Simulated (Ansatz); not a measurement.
Working through a convergence test of the k-point mesh of Sb, space group R-3m

With Ansatz 0.2.0 through its Python package.

`POSCAR`
```text
Sb
1.0
   2.15420000    1.24372795    3.75800000
  -2.15420000    1.24372795    3.75800000
   0.00000000   -2.48745590    3.75800000
Sb
2
Direct
   0.23349000    0.23349000    0.23349000
   0.76651000    0.76651000    0.76651000
```

The cells in order, each with its output:

```python
import ansatz
from ase.io import read

atoms = read("POSCAR", format="vasp")
sb = ansatz.Crystal.from_ase(atoms)
```

```python
job = sb.calculation()
job = job.functional("pbesol")
job = job.basis(550)
job = job.occupations("fermi_dirac")
```

```python
rows = []
for value in [(2, 2, 2), (3, 3, 3), (4, 4, 4), (5, 5, 5), (6, 6, 6), (8, 8, 8)]:
    report = job.kpoints(*value).run(threads=1, pin="off").report
    rows.append((value, report["free_energy_ev"] / len(report["lattice"]["sites"]), report["n_iterations"], report["n_kpoints"]))
```

```python
print("        mesh   F/atom (eV)    iterations      k-points")
for row in rows:
    print(f"{str(row[0]):>12s}  {row[1]:12.5f}  {row[2]:12d}  {row[3]:12d}")
```

            mesh   F/atom (eV)    iterations      k-points
       (2, 2, 2)   -6407.12892             8             4
       (3, 3, 3)   -6408.13985             6             6
       (4, 4, 4)   -6408.11334             7            13
       (5, 5, 5)   -6408.10762             6            19
       (6, 6, 6)   -6408.09637             7            32
       (8, 8, 8)   -6408.09077             7            65

```python
# differences from the last row
for row in rows[:-1]:
    shift = 1000 * (row[1] - rows[-1][1])
    print(f"{row[0]}: {shift:+.2f} meV/atom" + ("  (within 5 meV)" if abs(shift) < 5 else ""))
```

    (2, 2, 2): +961.85 meV/atom
    (3, 3, 3): -49.08 meV/atom
    (4, 4, 4): -22.58 meV/atom
    (5, 5, 5): -16.86 meV/atom
    (6, 6, 6): -5.60 meV/atom

Shifts are counted from the finest mesh, which is itself no proven limit. Wall time of the script: 13 s on 1 thread of Arm Neoverse V2, with other jobs on the host, peak memory 0.48 GiB.
